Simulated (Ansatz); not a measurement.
Set up this calculation in Ansatz 0.2.0, as the native input.

| Quantity | Value |
| --- | --- |
| Task | single point |
| Functional | LDA |
| Potentials or basis | Ansatz PAW |
| Cutoff | 420 eV (not typed: the program's choice for these potentials) |
| k mesh | 8 × 8 × 8 |
| Occupations | fermi-dirac, width 0.05 eV |
| Spin | no spin polarisation |

The system is WAu.

```
W Au
1.0
     0.00000    2.90921    2.90921
     2.90921    0.00000    2.90921
     2.90921    2.90921    0.00000
W Au
1 1
Direct
  0.00000 0.00000 0.00000
  0.75000 0.75000 0.75000
```

The cell was built by a generator and needn't be a form met in nature.

These files were run (other wordings do the same):

input.yaml

```yaml
crystal:
  lattice:
    - [0.0, 2.90921, 2.90921]
    - [2.90921, 0.0, 2.90921]
    - [2.90921, 2.90921, 0.0]
  atoms:
    - { symbol: W, position: [0.0, 0.0, 0.0] }
    - { symbol: Au, position: [0.75, 0.75, 0.75] }
hamiltonian:
  xc: lda
  pseudopotentials: { kind: paw }
kpoints:
  mp_grid: { grid: [8, 8, 8] }
scf:
  occupations: { method: fermi_dirac, width: 0.05 }
output:
  forces: true
  stress: true
  eigenvalues: true
```

Potentials or basis: Ansatz PAW.

The run is started by

```sh
$ ansatz run input.yaml --threads 2 --pin off --max-ram 5632MiB --backend cpu --events-out ev --progress --plain --runs-dir out
```

Results of the run:

```json
{
 "Pressure": "-7.6 GPa",
 "Band gap on the k mesh": "none (metal or under the smearing width)"
}
```

Caveat: the PAW data sets come from PBE, with cores solved anew for the run's functional, which leaves a small shift of forces and pressure.

Run time: 1.4 s on 2 threads of Arm Neoverse V1, with other jobs on the host, peak memory 0.32 GiB.
